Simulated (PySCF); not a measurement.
# GeMeCl3 (CH₃Cl₃Ge): fields and orbitals, part 2 of 2

Aim: take GeMeCl3 (CH₃Cl₃Ge) and measure its response to a uniform field and see where an electron leaves and enters.

PySCF 2.14.0; Gaussian basis, gas phase.

## 4. Removing and adding an electron (PBE0/def2-tzvp)

input.py reads:

```python
import numpy as np
from pyscf import gto, scf, dft
from pyscf.scf import atom_ks, atom_hf
from scipy.linalg import block_diag

def solve(mol, dm0=None, hcore=None):
    mf = (dft.UKS if mol.spin else dft.RKS)(mol, xc='pbe0')
    mf.grids.level = 3
    mf = mf.density_fit(auxbasis='def2-universal-jkfit')
    mf.conv_tol, mf.max_cycle = 1e-8, 80
    if hcore is not None:
        mf.get_hcore = lambda *args: hcore
    mf.kernel(dm0)
    if not mf.converged:
        mf = mf.newton().run(mf.mo_coeff, mf.mo_occ, max_cycle=30)
    assert mf.converged, 'SCF not converged'
    return mf

mol = gto.M(atom='''
Ge     0.00108     0.00003     0.21464
C     -0.00054     0.00072     2.21695
H     -0.98717     0.26955     2.57849
H      0.72654     0.72060     2.57815
H      0.26030    -0.98905     2.57849
Cl     1.94031    -0.43276    -0.54740
Cl    -0.59639     1.89708    -0.54736
Cl    -1.34574    -1.46469    -0.54672
''', basis='def2-tzvp', charge=0, spin=0, verbose=4)
mf = solve(mol)
out = dict(e0=mf.e_tot, dm0=mf.make_rdm1(), c=mf.mo_coeff, occ=mf.mo_occ, eps=mf.mo_energy)
for name, dq, spin in [('cation', 1, 1), ('anion', -1, 1)]:
    ion = mol.copy().set(charge=mol.charge + dq, spin=spin).build()
    mi = solve(ion)
    if spin and dq > 0 and mol.nao < 130:
        c, _, stable, _ = mi.stability(return_status=True)
        if not stable:
            mi = solve(ion, mi.make_rdm1(c, mi.mo_occ))
    print(name, 'vertical energy change / eV', (mi.e_tot - mf.e_tot) * 27.211386)
    out.update({'e_' + name: mi.e_tot, 'dm_' + name: mi.make_rdm1(), 's2_' + name: mi.spin_square()[0], 'eps_' + name: mi.mo_energy, 'occ_' + name: mi.mo_occ})
# spherically averaged free atoms, for the promolecule
atm = atom_ks.get_atm_nrks(mol, xc='pbe0')
pro = block_diag(*[(atm[a[0]][2] * atm[a[0]][3]) @ atm[a[0]][2].T for a in mol._atom])
np.savez('result.npz', pro=pro, **out)
```

On the command line:

```console
OMP_NUM_THREADS=1 python input.py
```

What it wrote:

```text
[ENV] PYSCF_TMPDIR <dir>
[ENV] PYSCF_MAX_MEMORY 1375
[INPUT] verbose = 4
[INPUT] num. atoms = 8
[INPUT] num. electrons = 92
[INPUT] charge = 0
[INPUT] spin (= nelec alpha-beta = 2S) = 0
[INPUT] symmetry False subgroup None
[INPUT] Mole.unit = angstrom
[INPUT] Symbol           X                Y                Z      unit          X                Y                Z       unit  Magmom
[INPUT]  1 Ge     0.001080000000   0.000030000000   0.214640000000 AA    0.002040904215   0.000056691784   0.405610815377 Bohr   0.0
[INPUT]  2 C     -0.000540000000   0.000720000000   2.216950000000 AA   -0.001020452107   0.001360602810   4.189428331855 Bohr   0.0
[INPUT]  3 H     -0.987170000000   0.269550000000   2.578490000000 AA   -1.865480938387   0.509375676877   4.872639914930 Bohr   0.0
[INPUT]  4 H      0.726540000000   0.720600000000   2.578150000000 AA    1.372961618541   1.361736645362   4.871997408047 Bohr   0.0
[INPUT]  5 H      0.260300000000  -0.989050000000   2.578490000000 AA    0.491895710224  -1.869033623501   4.872639914930 Bohr   0.0
[INPUT]  6 Cl     1.940310000000  -0.432760000000  -0.547400000000 AA    3.666654496755  -0.817797877667  -1.034436080587 Bohr   0.0
[INPUT]  7 Cl    -0.596390000000   1.897080000000  -0.547360000000 AA   -1.127013763429   3.584961636390  -1.034360491542 Bohr   0.0
[INPUT]  8 Cl    -1.345740000000  -1.464690000000  -0.546720000000 AA   -2.543080034872  -2.767862957389  -1.033151066822 Bohr   0.0

nuclear repulsion = 687.797240945102
number of shells = 78
number of NR pGTOs = 359
number of NR cGTOs = 208
basis = def2-tzvp
ecp = {}

******** <class 'pyscf.df.df_jk.DFRKS'> ********
method = DFRKS
initial guess = minao
damping factor = 0
level_shift factor = 0
DIIS = <class 'pyscf.scf.diis.CDIIS'>
diis_start_cycle = 1
diis_space = 8
diis_damp = 0
SCF conv_tol = 1e-08
SCF conv_tol_grad = None
SCF max_cycles = 80
direct_scf = False
XC library pyscf.dft.libxc version 7.0.0
    S. Lehtola, C. Steigemann, M. J.T. Oliveira, and M. A.L. Marques.,  SoftwareX 7, 1–5 (2018)
XC functionals = pbe0
    C. Adamo and V. Barone.,  J. Chem. Phys. 110, 6158 (1999)
    M. Ernzerhof and G. E. Scuseria.,  J. Chem. Phys. 110, 5029 (1999)
radial grids:
    Treutler-Ahlrichs [JCP 102, 346 (1995); DOI:10.1063/1.469408] (M4) radial grids

becke partition: Becke, JCP 88, 2547 (1988); DOI:10.1063/1.454033
pruning grids: <function nwchem_prune at 0x7a24d2b75f80>
grids dens level: 3
symmetrized grids: False
atomic radii adjust function: <function treutler_atomic_radii_adjust at 0x7a24d2b76480>
small_rho_cutoff = 0
Set gradient conv threshold to 0.0001
Initial guess from minao.
tot grids = 120824
******** <class 'pyscf.df.df.DF'> ********
auxbasis = def2-universal-jkfit
init E= -3496.65585030636
[... the frontier-level lines of each cycle are left out ...]
cycle= 1 E= -3496.85833303266  delta_E= -0.202  |g|= 0.854  |ddm|= 2.36
cycle= 2 E= -3496.76048066255  delta_E= 0.0979  |g|=  1.2  |ddm|= 1.21
cycle= 3 E= -3496.95782163095  delta_E= -0.197  |g|= 0.0819  |ddm|= 0.736
cycle= 4 E= -3496.95914064279  delta_E= -0.00132  |g|= 0.0358  |ddm|= 0.0843
cycle= 5 E= -3496.9594876286  delta_E= -0.000347  |g|= 0.00716  |ddm|= 0.0318
cycle= 6 E= -3496.95950041003  delta_E= -1.28e-05  |g|= 0.00224  |ddm|= 0.00792
cycle= 7 E= -3496.95950150699  delta_E= -1.1e-06  |g|= 0.000432  |ddm|= 0.00173
cycle= 8 E= -3496.95950154319  delta_E= -3.62e-08  |g|= 7.1e-05  |ddm|= 0.000379
cycle= 9 E= -3496.9595015445  delta_E= -1.31e-09  |g|= 4.12e-06  |ddm|= 6.78e-05
Extra cycle  E= -3496.95950154452  delta_E= -2e-11  |g|= 5.12e-06  |ddm|= 8.34e-06
converged SCF energy = -3496.95950154452

******** <class 'pyscf.df.df_jk.DFUKS'> ********
method = DFUKS
initial guess = minao
damping factor = 0
level_shift factor = 0
DIIS = <class 'pyscf.scf.diis.CDIIS'>
diis_start_cycle = 1
diis_space = 8
diis_damp = 0
SCF conv_tol = 1e-08
SCF conv_tol_grad = None
SCF max_cycles = 80
direct_scf = False
number electrons alpha = 46  beta = 45
XC library pyscf.dft.libxc version 7.0.0
    S. Lehtola, C. Steigemann, M. J.T. Oliveira, and M. A.L. Marques.,  SoftwareX 7, 1–5 (2018)
XC functionals = pbe0
    C. Adamo and V. Barone.,  J. Chem. Phys. 110, 6158 (1999)
    M. Ernzerhof and G. E. Scuseria.,  J. Chem. Phys. 110, 5029 (1999)
radial grids:
    Treutler-Ahlrichs [JCP 102, 346 (1995); DOI:10.1063/1.469408] (M4) radial grids

becke partition: Becke, JCP 88, 2547 (1988); DOI:10.1063/1.454033
pruning grids: <function nwchem_prune at 0x7a24d2b75f80>
grids dens level: 3
symmetrized grids: False
atomic radii adjust function: <function treutler_atomic_radii_adjust at 0x7a24d2b76480>
small_rho_cutoff = 0
Set gradient conv threshold to 0.0001
tot grids = 120824
******** <class 'pyscf.df.df.DF'> ********
auxbasis = def2-universal-jkfit
init E= -3496.65585030636


cycle= 1 E= -3496.4177819718  delta_E= 0.238  |g|= 0.645  |ddm|=  1.7
cycle= 2 E= -3496.18238971705  delta_E= 0.235  |g|= 1.04  |ddm|= 1.12
cycle= 3 E= -3496.55200986268  delta_E= -0.37  |g|= 0.0915  |ddm|= 0.722
cycle= 4 E= -3496.55393319325  delta_E= -0.00192  |g|= 0.0519  |ddm|= 0.0995
cycle= 5 E= -3496.5554707983  delta_E= -0.00154  |g|= 0.01  |ddm|= 0.0463
cycle= 6 E= -3496.55552945443  delta_E= -5.87e-05  |g|= 0.0051  |ddm|= 0.0131
cycle= 7 E= -3496.55554287868  delta_E= -1.34e-05  |g|= 0.0031  |ddm|= 0.00797
cycle= 8 E= -3496.55554873699  delta_E= -5.86e-06  |g|= 0.00133  |ddm|= 0.00442
...
converged SCF energy = -3496.93824110406  <S^2> = 0.75223774  2S+1 = 2.0022365
anion vertical energy change / eV 0.5785260520006903
Spherically averaged atomic KS for {'C', 'Ge', 'H', 'Cl'}

******** <class 'pyscf.scf.atom_ks.AtomSphAverageRKS'> ********
method = AtomSphAverageRKS
initial guess = vsap
damping factor = 0
level_shift factor = 0
diis_start_cycle = 1
diis_space = 12
SCF conv_tol = 1e-09
SCF conv_tol_grad = None
SCF max_cycles = 50
direct_scf = True
direct_scf_tol = 1e-13
XC library pyscf.dft.libxc version 7.0.0
    S. Lehtola, C. Steigemann, M. J.T. Oliveira, and M. A.L. Marques.,  SoftwareX 7, 1–5 (2018)
XC functionals = pbe0
    C. Adamo and V. Barone.,  J. Chem. Phys. 110, 6158 (1999)
    M. Ernzerhof and G. E. Scuseria.,  J. Chem. Phys. 110, 5029 (1999)
radial grids:
    Treutler-Ahlrichs [JCP 102, 346 (1995); DOI:10.1063/1.469408] (M4) radial grids

becke partition: Becke, JCP 88, 2547 (1988); DOI:10.1063/1.454033
pruning grids: <function nwchem_prune at 0x7a24d2b75f80>
grids dens level: 3
symmetrized grids: False
atomic radii adjust function: <function treutler_atomic_radii_adjust at 0x7a24d2b76480>
User specified grid scheme (100, 434)
small_rho_cutoff = 0
Set gradient conv threshold to 3.16228e-05
tot grids = 22928
init E= -1388.74978488645
cycle= 1 E= -1388.74806593335  delta_E= 0.00172  |g|=    0  |ddm|= 0.401
cycle= 2 E= -1388.73515106965  delta_E= 0.0129  |g|=    0  |ddm|= 0.538
cycle= 3 E= -1388.78140918136  delta_E= -0.0463  |g|=    0  |ddm|= 0.269
cycle= 4 E= -1388.7813521787  delta_E= 5.7e-05  |g|=    0  |ddm|= 0.0398
cycle= 5 E= -1388.7816179615  delta_E= -0.000266  |g|=    0  |ddm|= 0.0214
cycle= 6 E= -1388.78161779112  delta_E= 1.7e-07  |g|=    0  |ddm|= 0.00242
cycle= 7 E= -1388.78161876438  delta_E= -9.73e-07  |g|=    0  |ddm|= 0.00129
cycle= 8 E= -1388.78161876491  delta_E= -5.28e-10  |g|=    0  |ddm|= 0.000125
Extra cycle  E= -1388.78161876467  delta_E= 2.45e-10  |g|=    0  |ddm|= 8.84e-05
Atomic HF for atom  Ge  converged. SCF energy = -1388.78161876467

******** <class 'pyscf.scf.atom_ks.AtomSphAverageRKS'> ********
method = AtomSphAverageRKS
initial guess = vsap
damping factor = 0
level_shift factor = 0
diis_start_cycle = 1
diis_space = 12
SCF conv_tol = 1e-09
SCF conv_tol_grad = None
SCF max_cycles = 50
direct_scf = True
direct_scf_tol = 1e-13
XC library pyscf.dft.libxc version 7.0.0
    S. Lehtola, C. Steigemann, M. J.T. Oliveira, and M. A.L. Marques.,  SoftwareX 7, 1–5 (2018)
XC functionals = pbe0
    C. Adamo and V. Barone.,  J. Chem. Phys. 110, 6158 (1999)
    M. Ernzerhof and G. E. Scuseria.,  J. Chem. Phys. 110, 5029 (1999)
radial grids:
    Treutler-Ahlrichs [JCP 102, 346 (1995); DOI:10.1063/1.469408] (M4) radial grids

becke partition: Becke, JCP 88, 2547 (1988); DOI:10.1063/1.454033
pruning grids: <function nwchem_prune at 0x7a24d2b75f80>
grids dens level: 3
symmetrized grids: False
atomic radii adjust function: <function treutler_atomic_radii_adjust at 0x7a24d2b76480>
User specified grid scheme (100, 434)
small_rho_cutoff = 0
Set gradient conv threshold to 3.16228e-05
tot grids = 24752
init E= 650.162955419807
cycle= 1 E= 650.132812418846  delta_E= -0.0301  |g|=    0  |ddm|= 0.594
cycle= 2 E= 650.124608490672  delta_E= -0.0082  |g|=    0  |ddm|= 0.287
cycle= 3 E= 650.118465856814  delta_E= -0.00614  |g|=    0  |ddm|= 0.145
cycle= 4 E= 650.118214579765  delta_E= -0.000251  |g|=    0  |ddm|= 0.0495
cycle= 5 E= 650.118038344073  delta_E= -0.000176  |g|=    0  |ddm|= 0.0248
cycle= 6 E= 650.118030769005  delta_E= -7.58e-06  |g|=    0  |ddm|= 0.00856
cycle= 7 E= 650.118025521172  delta_E= -5.25e-06  |g|=    0  |ddm|= 0.00428
cycle= 8 E= 650.118025293113  delta_E= -2.28e-07  |g|=    0  |ddm|= 0.00148
cycle= 9 E= 650.118025135459  delta_E= -1.58e-07  |g|=    0  |ddm|= 0.000742
cycle= 10 E= 650.118025128594  delta_E= -6.86e-09  |g|=    0  |ddm|= 0.000257
cycle= 11 E= 650.118025123851  delta_E= -4.74e-09  |g|=    0  |ddm|= 0.000129
cycle= 12 E= 650.118025123555  delta_E= -2.96e-10  |g|=    0  |ddm|= 1.56e-05
Extra cycle  E= 650.118025123518  delta_E= -3.69e-11  |g|=    0  |ddm|= 1.89e-05
Atomic HF for atom  C  converged. SCF energy = 650.118025123518

******** <class 'pyscf.scf.atom_ks.AtomSphAverageRKS'> ********
method = AtomSphAverageRKS
initial guess = vsap
damping factor = 0
level_shift factor = 0
diis_start_cycle = 1
diis_space = 12
SCF conv_tol = 1e-09
SCF conv_tol_grad = None
SCF max_cycles = 50
direct_scf = True
direct_scf_tol = 1e-13
XC library pyscf.dft.libxc version 7.0.0
    S. Lehtola, C. Steigemann, M. J.T. Oliveira, and M. A.L. Marques.,  SoftwareX 7, 1–5 (2018)
XC functionals = pbe0
    C. Adamo and V. Barone.,  J. Chem. Phys. 110, 6158 (1999)
    M. Ernzerhof and G. E. Scuseria.,  J. Chem. Phys. 110, 5029 (1999)
radial grids:
    Treutler-Ahlrichs [JCP 102, 346 (1995); DOI:10.1063/1.469408] (M4) radial grids

becke partition: Becke, JCP 88, 2547 (1988); DOI:10.1063/1.454033
pruning grids: <function nwchem_prune at 0x7a24d2b75f80>
grids dens level: 3
symmetrized grids: False
atomic radii adjust function: <function treutler_atomic_radii_adjust at 0x7a24d2b76480>
User specified grid scheme (100, 434)
small_rho_cutoff = 0
Set gradient conv threshold to 3.16228e-05
tot grids = 26240
init E= 687.372517943356
cycle= 1 E= 687.361842774108  delta_E= -0.0107  |g|=    0  |ddm|= 0.281
cycle= 2 E= 687.361784777099  delta_E= -5.8e-05  |g|=    0  |ddm|= 0.0157
cycle= 3 E= 687.361784335352  delta_E= -4.42e-07  |g|=    0  |ddm|= 0.00174
cycle= 4 E= 687.36178433208  delta_E= -3.27e-09  |g|=    0  |ddm|= 0.000124
cycle= 5 E= 687.361784332061  delta_E= -1.93e-11  |g|=    0  |ddm|= 6.32e-06
Extra cycle  E= 687.361784332056  delta_E= -5.12e-12  |g|=    0  |ddm|= 5.82e-06
Atomic HF for atom  H  converged. SCF energy = 687.361784332056

******** <class 'pyscf.scf.atom_ks.AtomSphAverageRKS'> ********
method = AtomSphAverageRKS
initial guess = vsap
damping factor = 0
level_shift factor = 0
diis_start_cycle = 1
diis_space = 12
SCF conv_tol = 1e-09
SCF conv_tol_grad = None
SCF max_cycles = 50
direct_scf = True
direct_scf_tol = 1e-13
XC library pyscf.dft.libxc version 7.0.0
    S. Lehtola, C. Steigemann, M. J.T. Oliveira, and M. A.L. Marques.,  SoftwareX 7, 1–5 (2018)
XC functionals = pbe0
    C. Adamo and V. Barone.,  J. Chem. Phys. 110, 6158 (1999)
    M. Ernzerhof and G. E. Scuseria.,  J. Chem. Phys. 110, 5029 (1999)
radial grids:
    Treutler-Ahlrichs [JCP 102, 346 (1995); DOI:10.1063/1.469408] (M4) radial grids

becke partition: Becke, JCP 88, 2547 (1988); DOI:10.1063/1.454033
pruning grids: <function nwchem_prune at 0x7a24d2b75f80>
grids dens level: 3
symmetrized grids: False
atomic radii adjust function: <function treutler_atomic_radii_adjust at 0x7a24d2b76480>
User specified grid scheme (100, 434)
small_rho_cutoff = 0
Set gradient conv threshold to 3.16228e-05
tot grids = 23744
init E= 227.862634881075
cycle= 1 E= 227.858779663098  delta_E= -0.00386  |g|=    0  |ddm|= 0.126
cycle= 2 E= 227.858625922997  delta_E= -0.000154  |g|=    0  |ddm|= 0.0466
cycle= 3 E= 227.858542283365  delta_E= -8.36e-05  |g|=    0  |ddm|= 0.0273
cycle= 4 E= 227.858535667106  delta_E= -6.62e-06  |g|=    0  |ddm|= 0.0124
cycle= 5 E= 227.858530792022  delta_E= -4.88e-06  |g|=    0  |ddm|= 0.00621
cycle= 6 E= 227.858530604714  delta_E= -1.87e-07  |g|=    0  |ddm|= 0.00209
cycle= 7 E= 227.858530466829  delta_E= -1.38e-07  |g|=    0  |ddm|= 0.00104
cycle= 8 E= 227.858530461527  delta_E= -5.3e-09  |g|=    0  |ddm|= 0.000351
cycle= 9 E= 227.858530457625  delta_E= -3.9e-09  |g|=    0  |ddm|= 0.000176
cycle= 10 E= 227.858530457474  delta_E= -1.5e-10  |g|=    0  |ddm|= 5.91e-05
Extra cycle  E= 227.858530457409  delta_E= -6.55e-11  |g|=    0  |ddm|= 3.92e-05
Atomic HF for atom  Cl  converged. SCF energy = 227.858530457409
```

It took 2.4 min on 1 thread of Intel Xeon Platinum 8375C at 2.90GHz (Ice Lake), shared host; peak memory 1.1 GiB.

## 5. Post-processing

Fukui function at fixed geometry.

f⁻ (Hirshfeld-condensed), largest first: Cl6, Cl7 and Cl8 (0.22 each), C2 (0.12) and Ge1 (0.07); the vertical ionisation energy is 10.99 eV. Orbital relaxation makes it negative in places (0.15 e in all).

```
atom     f⁻  charge
 Ge1  +0.07   +0.42
  C2  +0.12   −0.18
  H3  +0.05   +0.06
  H4  +0.05   +0.06
  H5  +0.05   +0.06
 Cl6  +0.22   −0.13
 Cl7  +0.22   −0.14
 Cl8  +0.22   −0.14
```

Dual descriptor f⁺ − f⁻.

Electrophilic (positive): Ge1 (+0.10). Nucleophilic (negative): C2 (−0.05). f⁻ (Hirshfeld-condensed), largest first: Cl6, Cl7 and Cl8 (0.22 each), C2 (0.12) and Ge1 (0.07); the vertical ionisation energy is 10.99 eV. f⁺ (Hirshfeld-condensed), largest first: Cl6, Cl7 and Cl8 (0.21 each), Ge1 (0.17) and C2 (0.07); the vertical electron affinity is −0.58 eV (negative: the extra electron isn't bound in the gas phase and is held by the finite basis).

```json
{"atom": "Ge1", "f⁻": "+0.07", "f⁺": "+0.17", "charge": "+0.42"}
{"atom": "C2", "f⁻": "+0.12", "f⁺": "+0.07", "charge": "−0.18"}
{"atom": "H3", "f⁻": "+0.05", "f⁺": "+0.05", "charge": "+0.06"}
{"atom": "H4", "f⁻": "+0.05", "f⁺": "+0.05", "charge": "+0.06"}
{"atom": "H5", "f⁻": "+0.05", "f⁺": "+0.05", "charge": "+0.06"}
{"atom": "Cl6", "f⁻": "+0.22", "f⁺": "+0.21", "charge": "−0.13"}
{"atom": "Cl7", "f⁻": "+0.22", "f⁺": "+0.21", "charge": "−0.14"}
{"atom": "Cl8", "f⁻": "+0.22", "f⁺": "+0.21", "charge": "−0.14"}
```

## 6. Outcome

The summary covers parts 1 to 2.

```
                                        quantity       value
polarisability along the field (B3LYP/def2-svpd)  85.0 bohr³
     vertical ionisation energy (PBE0/def2-tzvp)    10.99 eV
     vertical electron affinity (PBE0/def2-tzvp)    -0.58 eV
```

In words: The ionisation energy from two SCF runs, 10.99 eV, lies 1.9 eV above −ε(HOMO) = 9.13 eV of the same level, PBE0/def2-tzvp, since self-interaction lifts this functional's HOMO. All values hold at the given geometry, in the gas phase.
